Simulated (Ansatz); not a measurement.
**SbH (triplet): wave-function methods side by side, def2-TZVPP**

An exercise on one series of results from a longer session: the logs are not shown, and one member is left open.

Program: Ansatz 0.2.0, Gaussian basis. Level of theory: def2-TZVPP, core rule «outside noble gas», up to 9 orbitals frozen. These are calculated values, not measurements.

Plan: UHF; CCSD(T) on ROHF; CCSD(T) on UHF; BCCD(T) on ROHF; CISD; CCSDT(Q) on ROHF; CCSDT(Q) on UHF; CASSCF and MRCISD+Q, 6 electrons in 5 orbitals; CASSCF and NEVPT2, 6 electrons in 5 orbitals.

9 further runs of the same task are left out: 3 that didn't finish, 6 set aside as unsound or not needed.

### The system

The geometry is a PBE0/def2-TZVP stationary point (not a proven minimum) of the parent state, kept for this charge and spin. No spin-orbit coupling is included. Elements past krypton take def2 core potentials.

2 atoms, charge 0, spin multiplicity 3.

Atoms are counted from 1 here; the program's logs count them from 0.

Bond lengths: Sb1–H2 1.713 Å.

The first run:

Input file in.yaml:

```yaml
crystal:
  periodic: [false, false, false]
  atoms:
    - {symbol: Sb, position_ang: [0.000000, 0.000000, 0.000000]}
    - {symbol: H, position_ang: [0.000000, 0.000000, 1.713000]}
basis:
  gaussian: {orbitals: def2-TZVPP}
magnetization: {spin_polarized: true, initial_magnetization: 2}
hamiltonian: {xc: hf}
output: {orbitals: {seedname: orbitals}}
```

On the command line:

```bash
$ ansatz run in.yaml --threads 1 --pin off --events-out ev --progress --plain --max-ram 2393MiB
```

Steps of the session up to this table: UHF; CCSD(T) on ROHF; CCSD(T) on UHF; BCCD(T) on ROHF; CISD; CCSDT(Q) on ROHF; CCSDT(Q) on UHF; CASSCF and MRCISD+Q, 6 electrons in 5 orbitals; CASSCF and NEVPT2, 6 electrons in 5 orbitals.

One table of the session follows, with a row left open; its other results are not shown here.

It belongs to the step «Misses and costs». 

| method | from UCCSDT(Q) (kJ/mol) |
| --- | --- |
| ROHF | +297.4 |
| UHF | +282.5 |
| RMP2 | +60.9 |
| UMP2 | +61.4 |
| CISD | +19.0 |
| RCCSD | +12.4 |
| UCCSD | +10.4 |
| RCCSD(T) | +3.6 |
| UCCSD(T) | +2.0 |
| BCCD(T) | +3.6 |
| RCCSDT | +1.8 |
| UCCSDT | +0.2 |
| RCCSDT(Q) | +1.6 |
| UCCSDT(Q) | 0 |
| CASSCF valence | +244.9 |
| NEVPT2 valence | +59.0 |
| MRCISD valence | +15.4 |
| MRCISD+Q valence | ? |

**Question.** Estimate the row for MRCISD+Q valence.

As computed: from UCCSDT(Q) (kJ/mol): +2.2. In the column «from UCCSDT(Q) (kJ/mol)» it lies between UCCSD(T) (+2.0) and RCCSD(T) (+3.6).

Limits of these values: Restricted and unrestricted rows rest on different reference determinants; where their highest levels disagree by more than a few hundredths of an eV, they describe different states and don't form one ladder.
